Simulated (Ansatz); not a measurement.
# CsBa: the cost of one run

Method: DFT PBE, scalar-relativistic, plane waves, PAW, in Ansatz 0.2.0.

## Step 1: Starting point

Symmetry: P4/mmm, No. 123, tetragonal system. Conventional cell: a = 4.049 Å, b = 4.049 Å, c = 5.307 Å, α = 90.00°, β = 90.00°, γ = 90.00°. Cs (site symmetry 4/mmm) is surrounded by 8 Ba at 3.90 Å and 4 Cs at 4.05 Å. Around Ba (site symmetry 4/mmm) lie 8 Cs at 3.90 Å and 4 Ba at 4.05 Å.

Coordinates:

```cif
data_structure
_symmetry_space_group_name_H-M 'P 1'
_symmetry_Int_Tables_number 1
_cell_length_a 4.0488
_cell_length_b 4.0488
_cell_length_c 5.3068
_cell_angle_alpha 90.000
_cell_angle_beta 90.000
_cell_angle_gamma 90.000
_cell_volume 86.99
loop_
_atom_site_label
_atom_site_type_symbol
_atom_site_fract_x
_atom_site_fract_y
_atom_site_fract_z
_atom_site_occupancy
Cs1 Cs 0.50000 0.50000 0.50000 1
Ba1 Ba 0.00000 0.00000 0.00000 1
```

This is candidate A: CuAu (L1_0) type (P4/mmm, No. 123).

(A quick probe on a coarse mesh, which set the mesh and smearing, is not shown.)

## Step 3: Coarse relaxation (candidate A)

input.yaml reads:

```yaml
crystal:
  lattice:
    - [4.0487956158, 0.0, 0.0]
    - [0.0, 4.0487956158, 0.0]
    - [0.0, 0.0, 5.3068142535]
  atoms:
    - { symbol: Cs, position: [0.5, 0.5, 0.5] }
    - { symbol: Ba, position: [0.0, 0.0, 0.0] }
basis:
  ecutwfc: 420
kpoints:
  mp_grid: { grid: [4, 4, 4] }
hamiltonian:
  xc: pbe
scf:
  occupations: { method: gaussian, width: 0.1 }
  lower_state_search: "off"
output:
  forces: true
  stress: true
  eigenvalues: true
relax:
  adjacent_minimum: "off"
  f_tol: 0.04
  max_steps: 70
  cell: { stress_tol: 0.4 }
```

Launch:

```
ansatz run input.yaml --threads 1 --pin off --max-ram 2560MiB --backend cpu --events-out ev --progress --plain --runs-dir out
```

**Question.** How long does this run take on 1 thread of Arm Neoverse V1, shared host, and how much memory does it need?

About 29 s, with a peak of 0.4 GiB.
